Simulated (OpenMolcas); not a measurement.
# A OpenMolcas job on AlHICl (SMILES [Cl][AlH][I])

Aim: a short trajectory of AlHICl.

The calculation is run with OpenMolcas 26.06.

3 further runs of the same task are left out: 3 set aside as unsound or not needed.

**1. The system as given**

The species is AlHICl (4 atoms), meant as a singlet with charge 0. SMILES: `[Cl][AlH][I]`. The shape comes from GFN2-xTB, which is rough for such elements, and wasn't checked as a minimum. The run starts from this shape.

Bond lengths: Cl1–Al2 2.013 Å, Al2–I3 2.512 Å, Al2–H4 1.520 Å. Angles: Cl1–Al2–I3 125.1°, Cl1–Al2–H4 120.1°, I3–Al2–H4 114.8°.

**2. The input as written**

The input, test.input:

```
* AlClHI Kohn-Sham DFT
>>> EXPORT MOLCAS_PRINT=2

&GATEWAY
  COORD
  4
  angstrom
  Cl      -1.989000       0.133190      -0.556260
  Al      -0.041740       0.180060      -0.048260
  I        1.299850      -1.800420       0.717410
  H        0.730880       1.487170      -0.112900
  BASIS = ANO-RCC-MB
  GROUP = NoSym
>>> EXPORT MOLCAS_MAXITER=15
>>> Do While

&SEWARD

&SCF
  KSDFT = HYB_GGA_XC_APF
  PRORBITALS = 1 1

&ALASKA

&DYNAMIX
  VELVER
  DT = 41.3
  VELO = 0
  THER = 1
>>> EndDo
```

Started as:

```
export MOLCAS_MEM=1
pymolcas test.input > test.log
```

What it wrote:

```text
--- Start Module: gateway ---

                                              &GATEWAY

                       available to each process: 1.0 MB of memory, 1 thread

---------------------------------------------------------------------------------------------
  Nr.	 Label		Type		Offset		Length	   Atime	  Address
---------------------------------------------------------------------------------------------
  1	FILETABL    	CHAR	-92799762780936	       26929           5	[0xaaaacb4a0060]
---------------------------------------------------------------------------------------------
Maximal available memory for Molcas = 973071
 ?mma_allo_?D: error: out-of-memory
 label: dbsc
  available (kB):          973
  required  (kB):         1456

--- Stop Module: gateway /rc=-6 ---

.########################.
.# Non-zero return code #.
.########################.

    Timing: Wall=0.03 User=0.02 System=0.01
```

Run time: 0.2 s. Hardware: 1 thread of Arm Neoverse V2, shared host.

**3. Reading the log**

The program stopped with an error.

The log says `?mma_allo_?D: error: out-of-memory`. The cause is that too little memory is allowed.
